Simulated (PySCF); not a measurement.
# MoO₂: structure of the singlet

Aim: relax MoO₂ as a singlet from a hand-made bent geometry, check by its vibrations whether the end is a minimum, and collect its spectrum and constants.

Program: PySCF 2.14.0. Level of theory: BP86, basis Mo def2-TZVP with ECP28, O def2-TZVP, scalar-relativistic core potentials, no spin–orbit coupling, density fitting. These are calculated values, not measurements.

## Step 1: The system as given

3 atoms, charge 0, spin multiplicity 1.

Bond lengths: Mo1–O2 1.780 Å, Mo1–O3 1.780 Å. Angles: O2–Mo1–O3 110.0°.

Z-matrix (Å, degrees; charge 0 multiplicity 1):
```
Mo
O  1 1.7800
O  1 1.7800 2 110.00
```

## Step 2: The SCF at the typed geometry

The steps below are one call of a driver around PySCF. For each, scf.py gives the equivalent set-up of the SCF; relaxations use the driver's own optimiser. The state is first sought with PBE. After this first run the driver tries any further starts and a stability analysis.

File scf.py:

```python
from pyscf import gto, scf, dft
mol = gto.M(atom='''
Mo     0.000000     0.000000     0.000000
O      1.458100     0.000000     1.021000
O     -1.458100     0.000000     1.021000''',
    basis={'Mo': 'def2-TZVP', 'O': 'def2-TZVP'},
    ecp={'Mo': 'def2-TZVP'},
    charge=0, spin=0)
mf = dft.RKS(mol, xc='PBE')
mf.grids.atom_grid = (50, 194)
aux = {'Mo': 'def2-universal-JKFIT', 'O': 'def2-universal-JKFIT'}
mf = mf.density_fit(auxbasis=aux)
mf.conv_tol = 1e-08
mf.diis_space = 10
mf.max_cycle = 60
mf.init_guess = 'minao'
mf.verbose = 4
mf.kernel()
```

Command:

```
> OMP_NUM_THREADS=2 python axn.py task.json out
```

Further steps of the session: Bent start, singlet: relaxation; Vibrations and properties at this point; The broken-symmetry singlet; Hessian and properties.

**Question.** What will these runs give? Wanted: minimum; geometry; wavenumbers; dipole moment; highest occupied, lowest empty level; polar-tensor charge of Mo1; zero-point energy; atomisation energy; ⟨S²⟩.

The runs gave:

| quantity | value |
| --- | --- |
| minimum | broken-symmetry (Ms = 0), C2v |
| geometry | Mo–O 1.697 Å (×2); O–Mo–O 109.5° |
| wavenumbers (cm⁻¹) | 313, 948, 996 |
| dipole moment | 3.70 D |
| highest occupied, lowest empty level (either spin) | -5.46, -4.34 eV |
| polar-tensor charge of Mo1 | +1.24 e |
| zero-point energy | 13.5 kJ/mol |
| entropy at 298.15 K | 267.4 J/(mol K) |
| atomisation energy (no zero-point energy) | 1276 kJ/mol |
| ⟨S²⟩ | 0.907 |

**Reading.** The bent start keeps its C2v symmetry and ends in a minimum. The determinant is spin-contaminated (⟨S²⟩ = 0.91 against 0.00), so it is no pure spin state. The strongest infrared band lies at 948 cm⁻¹ (stretch). Other starts or spin states, not run here, may lie lower. The SCF density has lower symmetry than the nuclear frame.
